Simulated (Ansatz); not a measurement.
# C₂H₃Cl₃Si: a ladder of functionals and wavefunction methods

One table from this session's results is given with a row withheld; the runs are named, their logs left out.

The runs use Ansatz 0.2.0, Gaussian basis; functionals in def2-TZVPP, the program's frozen cores in correlated methods.

The runs, in order: LDA (SPW92), PBE-D4, revPBE-D4, BLYP-D4, r2SCAN-D4, B97M-V, PBE0-D4, B3LYP-D4, r2SCANh-D4, r2SCAN0-D4, HSE06-D4, BHLYP-D4, CAM-B3LYP-D4, LC-ωPBE, ωB97X-V, ωB97M-V, B2PLYP, PBE-QIDH; CCSD(T)/def2-SVP; CCSD(T)/def2-TZVPP; MP2/def2-QZVPP; extrapolation to the limit; RPA on PBE.

## Structure used throughout

An earlier PBE0-D4 in a triple-zeta def2 set relaxation fixed the geometry.

9 atoms, charge 0, spin multiplicity 1.

Atoms are counted from 1 here; the program's logs count them from 0.

Bond lengths: C1–C2 1.329 Å, C1–H7 1.086 Å, C1–H8 1.085 Å, C2–Si3 1.836 Å, C2–H9 1.088 Å, Si3–Cl4 2.036 Å, Si3–Cl5 2.037 Å, Si3–Cl6 2.037 Å. Angles: C2–C1–H7 121.6°, C2–C1–H8 121.8°, H7–C1–H8 116.5°, C1–C2–Si3 123.8°, C1–C2–H9 119.4°, Si3–C2–H9 116.7°, C2–Si3–Cl4 110.9°, C2–Si3–Cl5 110.3°, C2–Si3–Cl6 110.3°, Cl4–Si3–Cl5 108.8°, Cl4–Si3–Cl6 108.8°, Cl5–Si3–Cl6 107.7°.

The first run:

The input, in.yaml:

```yaml
crystal:
  periodic: [false, false, false]
  atoms:
    - {symbol: C, position_ang: [-0.472610, -0.383942, 1.480974]}
    - {symbol: C, position_ang: [0.370425, 0.212241, 0.644617]}
    - {symbol: Si, position_ang: [0.200871, 0.167144, -1.183365]}
    - {symbol: Cl, position_ang: [-1.437071, -0.908973, -1.735762]}
    - {symbol: Cl, position_ang: [1.853143, -0.675510, -2.026103]}
    - {symbol: Cl, position_ang: [0.023644, 2.056734, -1.923844]}
    - {symbol: H, position_ang: [-0.337853, -0.334022, 2.557140]}
    - {symbol: H, position_ang: [-1.330523, -0.945376, 1.125182]}
    - {symbol: H, position_ang: [1.218474, 0.765406, 1.043964]}
basis:
  gaussian: {orbitals: def2-TZVPP}
hamiltonian: {xc: lda}
output: {orbitals: {seedname: orbitals}}
```

Command:

```sh
> ansatz run in.yaml --threads 4 --pin off --events-out ev --progress --plain --max-ram 10444MiB
```

Steps of the session up to this table: LDA; PBE-D4 (GGA); revPBE-D4 (GGA); BLYP-D4 (GGA); r2SCAN-D4 (meta-GGA); B97M-V (meta-GGA); B3LYP-D4 (hybrid); r2SCANh-D4 (hybrid); r2SCAN0-D4 (hybrid); HSE06-D4 (hybrid); BHLYP-D4 (hybrid); CAM-B3LYP-D4 (range-separated); LC-ωPBE (range-separated); ωB97X-V (range-separated); ωB97M-V (range-separated); B2PLYP (double hybrid); PBE-QIDH (double hybrid).

One of the session's tables, all rows but one given; the rest of the session is left out.

It belongs to the step «Orbital energies across the functionals». 

| functional | HOMO (eV) | gap (eV) |
| --- | --- | --- |
| LDA (SPW92) | -7.63 | 5.20 |
| PBE-D4 | -7.44 | 5.27 |
| revPBE-D4 | -7.37 | 5.29 |
| BLYP-D4 | -7.24 | 5.24 |
| r2SCAN-D4 | -7.70 | 5.71 |
| B97M-V | -7.69 | 5.79 |
| PBE0-D4 | -8.62 | 7.43 |
| B3LYP-D4 | -8.36 | 6.97 |
| r2SCANh-D4 | -8.14 | 6.51 |
| r2SCAN0-D4 | -8.79 | 7.70 |
| HSE06-D4 | -8.22 | 6.64 |
| BHLYP-D4 | -9.59 | 9.52 |
| CAM-B3LYP-D4 | ? | ? |
| LC-ωPBE | -11.41 | 12.52 |
| ωB97X-V | -10.98 | 12.03 |
| ωB97M-V | -10.86 | 11.79 |

Q: Estimate the row for CAM-B3LYP-D4 from the others.

The run gave: HOMO (eV): -9.95; gap (eV): 9.93. In the column «HOMO (eV)» it lies between ωB97M-V (-10.86) and BHLYP-D4 (-9.59).
